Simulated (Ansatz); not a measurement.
Input of an Ansatz 0.2.0 run:

Contents of input:

```
crystal:
  lattice:
    - [3.70187033, 0.0, 0.0]
    - [-1.85093516, 3.20591375, 0.0]
    - [0.0, 0.0, 3.61284203]
  atoms:
    - { symbol: Pt, position: [0.0, 0.0, 0.0] }
    - { symbol: Se, position: [0.6666666667, 0.3333333333, 0.5] }
hamiltonian:
  xc: hf
  pseudopotentials: { kind: paw }
kpoints:
  mp_grid: { grid: [4, 4, 4] }
scf:
  occupations: { method: fermi_dirac, width: 0.05 }
output:
  forces: true
  stress: true
  eigenvalues: true
relax:
  f_tol: 0.01
  max_steps: 40
  cell: { stress_tol: 0.05 }
```

Q: Predict the band gap on the k mesh.

A: None (metal or under the smearing width).

Q: What does it give for the space group after relaxing (to 0.05 Å)?

A: P-6m2 (No. 187).

Final structure:
```
CELL_PARAMETERS angstrom
3.65473 0.00000 0.00000
-1.82736 3.16509 0.00000
0.00000 0.00000 3.38680
ATOMIC_POSITIONS crystal
Pt 0.00000 0.00000 0.00000
Se 0.66667 0.33333 0.50000
```

Caveat: the k mesh is coarse (spacing up to 0.49 Å⁻¹), so the values aren't converged, least of all with exact exchange. The run has no spin-orbit coupling, so splittings on Pt are missing.
